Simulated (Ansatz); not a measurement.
Working through a single point in a Gaussian basis of BH₇SeSi₂, SMILES B[SiH2][Se][SiH3]

With the Ansatz DFT code, driven from Python.

Run as a notebook:

```python
import ansatz as az
from ase import Atoms

atoms = Atoms(['B', 'Si', 'Se', 'Si', 'H', 'H', 'H', 'H', 'H', 'H', 'H'], positions=[
    (-0.9312, 1.5767, -0.5991),
    (0.8546, 1.0267, -0.4202),
    (1.0896, -0.0528, 1.5585),
    (0.0236, -1.8459, 0.8042),
    (-1.3102, 2.2023, -1.5972),
    (-1.7667, 1.4018, 0.2364),
    (1.7707, 2.205, -0.4474),
    (1.2465, 0.1467, -1.5352),
    (0.6144, -2.3855, -0.3449),
    (-1.4182, -1.4444, 0.4898),
    (-0.1077, -2.8877, 1.8757),
])
mol = az.Crystal.molecule_from_ase(atoms)
```

```python
calculation = (
    mol.calculation()
    .basis(gaussian='6-31G*')
    .correlation('ccsd_t')  # correlation on top of the mean field
)
done = calculation.run(threads=1)
r = done.report
```

    

```python
r['positions_ang']
```

    [[-0.9312, 1.5767, -0.5991], [0.8546, 1.0267, -0.4202], [1.0896, -0.0528, 1.5585],
     [0.0236, -1.8459, 0.8042], [-1.3102, 2.2023, -1.5972], [-1.7667, 1.4018, 0.2364],
     [1.7707, 2.205, -0.4474], [1.2465, 0.1467, -1.5352], [0.6144, -2.3855, -0.3449],
     [-1.4182, -1.4444, 0.4898], [-0.1077, -2.8877, 1.8757]]

```python
print(f'E = {r["free_energy_ev"]:.6f} eV = {r["free_energy_ev"] / 27.211386246:.7f} Ha')
print('converged:', r['converged'], ' doubts:', r['published_state_doubts'] or 'none')

parts = r['correlation']
for name in ('random_phase', 'coupled_cluster', 'perturbative'):
    if name in parts:
        print(f'{name:16s} {parts[name]["energy"]["hartree"]:12.7f} Ha')
if 'second_order' in parts:
    pair = parts['second_order']
    print(f'MP2 same spin {pair["same_spin"]["hartree"]:.7f} Ha, opposite spin {pair["opposite_spin"]["hartree"]:.7f} Ha')
```

    E = -81815.973901 eV = -3006.6815840 Ha
    converged: True  doubts: none
    coupled_cluster    -0.5441847 Ha
    perturbative       -0.0135470 Ha
    MP2 same spin -0.1268561 Ha, opposite spin -0.3690745 Ha

```python
state = r['mean_field']['state']
print(f'mean field: {state["energy"]["hartree"]:.7f} Ha, <S^2> = {abs(state["spin_squared"]):.4f}, stability: {state.get("stability", {}).get("kind")}')
```

    mean field: -3006.1238524 Ha, <S^2> = 0.0000, stability: minimum

What to keep in mind:
- These settings explore the input space; basis and method may be short of convergence.
- The geometry is a force-field or estimated start, not a minimum of this method, and the basis set is short of its limit.
- S² is that of the Hartree-Fock reference.
- Hardware and time: 14 s on 1 thread of Arm Neoverse V2 (shared host), peak memory 0.45 GiB.

(Lines on the test bed's own set-up are left out of the output.)
